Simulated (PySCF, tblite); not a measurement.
# C8H8S2: excited states

What do calculations give for the excited states of C8H8S2 (`CSc1cccc(C=S)c1`)?

Programs: tblite 0.8.0 and PySCF 2.14.0, with routines of our own; each step states its level. All values are computed. Atoms count from 0.

### Step 1. The starting structure

18 atoms, charge 0, multiplicity 1; geometry from: force field or distance geometry start.

### Step 2. Optimising the geometry with GFN2-xTB

The job: settings as JSON, then the geometry in Å.

```
{"job": {"kind": "relax", "xc": "GFN2-xTB", "basis": "xTB"}, "charge": 0, "multiplicity": 1}
C      3.264100     0.029500    -0.571800
S      1.891400    -0.212200    -1.754900
C      0.506300     0.114800    -0.686300
C      0.386100     1.316600     0.024900
C     -0.729700     1.542100     0.846300
C     -1.752600     0.592700     0.918100
C     -1.655600    -0.592700     0.185100
C     -2.693900    -1.647200     0.217500
S     -4.110700    -1.634100     1.112500
C     -0.537900    -0.827100    -0.614100
H      3.105900    -0.582700     0.320900
H      4.190500    -0.269200    -1.043900
H      3.331400     1.085100    -0.273700
H      1.161400     2.072600    -0.034600
H     -0.811500     2.481500     1.400900
H     -2.607700     0.806900     1.566800
H     -2.491000    -2.520000    -0.429500
H     -0.455100    -1.750400    -1.195800
```

Launch:

```bash
$ OMP_NUM_THREADS=1 python excited_run.py task.json out
```

This one command runs all jobs of the session in turn.

Log:

```text
step      E/eV     max force
  0    -752.35388    1.950
  1    -752.44913    0.644
  2    -752.47872    0.506
  3    -752.49808    0.238
  4    -752.50287    0.197
  5    -752.50745    0.176
  6    -752.51026    0.169
  7    -752.51378    0.166
  8    -752.51612    0.118
  9    -752.51750    0.069
 10    -752.51812    0.069
 11    -752.51863    0.065
 12    -752.51923    0.073
 13    -752.51987    0.069
 14    -752.52040    0.054
 15    -752.52085    0.068
 16    -752.52136    0.090
 17    -752.52193    0.080
 18    -752.52240    0.057
 19    -752.52268    0.038
 20    -752.52287    0.035
 21    -752.52305    0.041
 22    -752.52324    0.038
 23    -752.52342    0.034
 24    -752.52361    0.033
 25    -752.52385    0.041
 26    -752.52412    0.048
 27    -752.52441    0.054
 28    -752.52472    0.059
 29    -752.52511    0.056
 30    -752.52559    0.057
 31    -752.52604    0.068
 32    -752.52640    0.064
 33    -752.52672    0.061
 34    -752.52713    0.068
 35    -752.52772    0.080
 36    -752.52848    0.088
 37    -752.52944    0.088
 38    -752.53075    0.097
 39    -752.53261    0.112
 40    -752.53496    0.127
 41    -752.53708    0.113
 42    -752.53843    0.125
 43    -752.53889    0.148
 44    -752.54058    0.103
 45    -752.54172    0.084
 46    -752.54296    0.090
 47    -752.54396    0.089
 48    -752.54550    0.102
 49    -752.54769    0.114
 50    -752.54990    0.176
 51    -752.53342    0.622
 52    -752.55306    0.131
 53    -752.55467    0.130
 54    -752.55726    0.349
 55    -752.56144    0.097
 56    -752.56328    0.082
 57    -752.56673    0.297
 58    -752.57027    0.085
 59    -752.57167    0.084
 60    -752.57335    0.067
 61    -752.57385    0.054
 62    -752.57460    0.052
 63    -752.57493    0.042
 64    -752.57523    0.044
 65    -752.57557    0.052
 66    -752.57600    0.050
 67    -752.57649    0.060
 68    -752.57692    0.053
 69    -752.57726    0.034
 70    -752.57751    0.028
 71    -752.57770    0.029
 72    -752.57783    0.032
 73    -752.57795    0.026
 74    -752.57808    0.026
 75    -752.57825    0.025
 76    -752.57845    0.029
 77    -752.57866    0.029
 78    -752.57890    0.033
 79    -752.57918    0.035
 80    -752.57951    0.036
 81    -752.57987    0.038
 82    -752.58027    0.044
 83    -752.58074    0.048
 84    -752.58126    0.047
 85    -752.58178    0.048
 86    -752.58226    0.042
 87    -752.58266    0.039
 88    -752.58301    0.035
 89    -752.58327    0.031
 90    -752.58345    0.025
 91    -752.58360    0.028
 92    -752.58372    0.042
 93    -752.58390    0.032
 94    -752.58408    0.028
 95    -752.58430    0.026
 96    -752.58438    0.025
 97    -752.58460    0.027
 98    -752.58485    0.027
 99    -752.58512    0.030
100    -752.58534    0.031
101    -752.58553    0.027
102    -752.58567    0.021
103    -752.58580    0.021
104    -752.58592    0.026
105    -752.58603    0.027
106    -752.58612    0.020
107    -752.58617    0.013
108    -752.58621    0.015
109    -752.58625    0.016
110    -752.58629    0.014
111    -752.58632    0.013
112    -752.58636    0.014
113    -752.58639    0.012
114    -752.58642    0.013
115    -752.58644    0.012
116    -752.58648    0.013
117    -752.58652    0.014
118    -752.58656    0.014
119    -752.58660    0.012
120    -752.58663    0.012
121    -752.58664    0.011
```

Run time: 1.2 s. Hardware: 1 thread of Arm Neoverse V1, shared host.

The steps of the relaxation: (not every step is listed)

```tsv
step	energy from step 0 (eV)	largest force (eV/Å)
0	0.0000	1.9495
1	-0.0952	0.6441
2	-0.1248	0.5057
3	-0.1442	0.2379
4	-0.1490	0.1966
5	-0.1536	0.1757
6	-0.1564	0.1694
7	-0.1599	0.1657
8	-0.1622	0.1185
18	-0.1685	0.0572
28	-0.1708	0.0585
38	-0.1769	0.0974
48	-0.1916	0.1018
58	-0.2164	0.0849
68	-0.2230	0.0526
78	-0.2250	0.0328
88	-0.2291	0.0355
98	-0.2310	0.0266
108	-0.2323	0.0148
116	-0.2326	0.0132
117	-0.2326	0.0136
118	-0.2327	0.0139
119	-0.2327	0.0117
120	-0.2328	0.0117
121	-0.2328	0.0107
```

Distances of close pairs at the start and the end, largest changes first:

```tsv
bond	before (Å)	after (Å)	change (Å)
C7–S8	1.676	1.627	-0.049
C6–C7	1.480	1.438	-0.042
C4–C5	1.397	1.378	-0.020
C2–C9	1.408	1.389	-0.019
C7–H16	1.105	1.087	-0.018
C3–C4	1.404	1.387	-0.016
C5–H15	1.094	1.079	-0.016
C9–H17	1.094	1.080	-0.014
```

The next job starts from the end point, and lists it.

### Step 3. Infrared spectrum with GFN2-xTB

The job: settings as JSON, then the geometry in Å.

```
{"job": {"kind": "ir", "xc": "GFN2-xTB", "basis": "xTB"}, "charge": 0, "multiplicity": 1}
C      3.307602     0.392095    -0.790910
S      2.024880    -0.826218    -1.198512
C      0.589853    -0.236629    -0.355583
C      0.546270     0.940216     0.383796
C     -0.633273     1.319347     1.008332
C     -1.768356     0.545771     0.904705
C     -1.739795    -0.640708     0.159105
C     -2.906464    -1.469650     0.021219
S     -4.369161    -1.155282     0.660167
C     -0.550648    -1.021961    -0.464756
H      3.458571     0.426577     0.284173
H      4.209954     0.035327    -1.277539
H      3.037949     1.366673    -1.187552
H      1.417309     1.567800     0.480556
H     -0.655447     2.235922     1.578991
H     -2.687097     0.837208     1.389511
H     -2.782653    -2.376069    -0.565612
H     -0.508254    -1.934101    -1.041750
```

Log:

```text
mode    cm-1     km/mol
  1      32.4      1.32
  2      64.9      6.47
  3     129.7      2.13
  4     165.7      0.84
  5     204.3      2.02
  6     216.0      1.67
  7     232.8      0.61
  8     246.3      0.89
  9     390.2      0.56
 10     403.4      0.91
 11     405.3      0.27
 12     494.5      1.58
 13     559.4      9.40
 14     639.4      1.57
 15     674.5     19.41
 16     732.8      6.20
 17     758.5     15.32
 18     806.0      9.75
 19     859.5     19.35
 20     867.7      1.02
 21     884.1      0.68
 22     922.9      0.18
 23     936.8      0.81
 24     946.4      8.57
 25     979.5      0.03
 26    1086.2      6.18
 27    1108.9     21.60
 28    1132.2     10.20
 29    1189.8     13.23
 30    1211.1     21.25
 31    1269.6      9.27
 32    1300.8    129.02
 33    1312.7      6.88
 34    1338.8     19.02
 35    1407.9     71.00
 36    1446.6      5.98
 37    1451.5      8.46
 38    1453.2      7.63
 39    1551.8     47.75
 40    1569.5      4.06
 41    2976.3     16.01
 42    3024.6      2.82
 43    3033.4      7.00
 44    3059.1      1.61
 45    3084.7     16.89
 46    3086.4     14.73
 47    3102.9      8.83
 48    3113.0     18.24
```

It took 0.93 s on 1 thread of Arm Neoverse V1, shared host.

Which atoms move in the most intense modes:

```tsv
cm⁻¹	km/mol	atoms
674	19.4	C4 33 %, C2 12 %, C7 11 %, C5 11 %
860	19.4	C7 23 %, C2 20 %, C3 13 %
1109	21.6	H17 35 %, C2 20 %, H14 11 %, C3 11 %
1211	21.2	H16 38 %, H17 20 %, C6 17 %
1301	129.0	C7 34 %, C6 17 %, H16 16 %
1339	19.0	C2 24 %, C5 15 %, C3 15 %, C4 14 %
1408	71.0	C6 23 %, C2 18 %
1552	47.8	C3 29 %, C6 25 %, C5 12 %, C4 10 %
```

### Step 4. Excited states: TDA PBE0/def2-SVP

The job, as its differences from that of step 3:

```diff
@@ -1,2 +1,2 @@
-{"job": {"kind": "ir", "xc": "GFN2-xTB", "basis": "xTB"}, "charge": 0, "multiplicity": 1}
+{"job": {"kind": "states", "xc": "PBE0", "basis": "def2-SVP", "tda": true, "soc": true, "nstates": 5, "ntriplets": 5, "nquad": 4}, "charge": 0, "multiplicity": 1}
 C      3.307602     0.392095    -0.790910
```

With the program's defaults for keys left out, this is: TDA PBE0/def2-SVP excited states, vertical, gas phase, spin-orbit mean-field couplings.

Log:

```text
coarse grid: 16896 points
cycle   1  E = -1104.7559031838  dE =  1.578e+00  |g| = 3.386e-01  |ddm| = 5.282e+00
cycle   2  E = -1104.7286649094  dE =  2.724e-02  |g| = 4.752e-01  |ddm| = 1.241e+00
cycle   3  E = -1104.7887332515  dE = -6.007e-02  |g| = 1.308e-01  |ddm| = 8.194e-01
cycle   4  E = -1104.7934419411  dE = -4.709e-03  |g| = 4.027e-02  |ddm| = 2.314e-01
cycle   5  E = -1104.7938361621  dE = -3.942e-04  |g| = 1.713e-02  |ddm| = 8.219e-02
cycle   6  E = -1104.7939166917  dE = -8.053e-05  |g| = 3.997e-03  |ddm| = 2.530e-02
cycle   7  E = -1104.7939207229  dE = -4.031e-06  |g| = 1.437e-03  |ddm| = 6.679e-03
final grid: 156136 points
cycle   8  E = -1104.9128771488  dE = -2.467e-05  |g| = 1.257e-02  |ddm| = 6.545e-02
cycle   9  E = -1104.9127856809  dE =  9.147e-05  |g| = 2.112e-02  |ddm| = 4.613e-02
cycle  10  E = -1104.9129203265  dE = -1.346e-04  |g| = 3.203e-03  |ddm| = 3.446e-02
cycle  11  E = -1104.9129232885  dE = -2.962e-06  |g| = 5.017e-04  |ddm| = 4.752e-03
cycle  12  E = -1104.9129233515  dE = -6.306e-08  |g| = 2.183e-04  |ddm| = 9.956e-04
cycle  13  E = -1104.9129233648  dE = -1.327e-08  |g| = 5.341e-05  |ddm| = 3.167e-04
cycle  14  E = -1104.9129233655  dE = -7.117e-10  |g| = 2.017e-05  |ddm| = 9.329e-05
converged SCF energy = -1104.9129233655

Singlet excitations
state   eV       nm        f     d(h-e)  d(exc)  Lambda  PR(NTO)  |dmu|/D   mu/D   main configurations
  1   2.1186   585.2   0.00002   1.346   2.921   0.527   1.001    2.876    1.249   H->L 0.90, H-1->L 0.09
  2   3.0897   401.3   0.02391   3.721   4.915   0.525   1.050   10.131   14.047   H-1->L 0.87, H->L 0.08
  3   4.6793   265.0   0.38509   1.301   3.575   0.727   1.310    2.559    6.595   H-2->L 0.69, H-3->L 0.09, H-1->L+1 0.08
  4   4.8996   253.0   0.00077   3.830   4.556   0.286   1.004    9.126    5.086   H->L+1 0.90, H-1->L+1 0.09
  5   5.0346   246.3   0.24640   1.932   4.089   0.626   1.171                     H-3->L 0.75, H-2->L 0.14

Triplet excitations (Tamm-Dancoff)
state   eV     d(h-e)  d(exc)  Lambda  PR(NTO)   main configurations
  1   1.5992   1.260   2.839   0.526   1.002   H->L 0.89, H-1->L 0.08
  2   2.3245   1.174   3.673   0.631   1.054   H-1->L 0.52, H-2->L 0.37
  3   2.7272   1.885   3.957   0.682   1.044   H-2->L 0.54, H-1->L 0.36
  4   3.9002   0.698   2.949   0.629   1.330   H-1->L+1 0.67
  5   4.1716   1.253   3.332   0.657   1.511   H-3->L 0.52, H-5->L 0.20, H-1->L+1 0.11
S1 - T1 = 0.5193 eV

Spin-orbit couplings |<S|Hso|T>| (cm-1)
             T1       T2       T3       T4       T5
S0      156.593    1.521    0.746    1.458    0.739
S1        0.453   90.624   75.283   30.849   39.760
S2       10.689    0.257    0.563    0.528    0.220
S3       74.300    0.729    0.476    0.321    1.160
S4        1.709    1.020    4.042    7.165   19.232
S5       60.574    0.549    1.445    0.187    0.243
T1 sublevels (cm-1): 0.000 0.000 3.717   radiative rates (1/s): 0.508 0.00276 6.07e+03
```

Run time: 37 s. Hardware: 1 thread of Arm Neoverse V1, shared host; peak memory 0.83 GiB.

In short:

```tsv
quantity	value
S1 less T1	0.52 eV
```

### Step 5. Results

```
                                 quantity                  value
strongest single infrared mode (GFN2-xTB)  1301 cm⁻¹, 129 km/mol
             zero-point energy (GFN2-xTB)          82.7 kcal/mol
   S1 less T1 (step 4, TDA PBE0/def2-SVP)                0.52 eV
```

**Reading.** All 48 modes are real, so the xTB geometry is a minimum. The strongest single mode, at 1301 cm⁻¹, has its largest shares on C7, C6 and H16 (the list is cut at 3 atoms). Unscaled tight-binding wavenumbers are off by several per cent, some by more. Its intensities can rank the bands wrongly. In step 4, the number of triplets below S1 is 1, and the largest singlet-triplet spin-orbit coupling is S0–T1, 156.59 cm⁻¹.
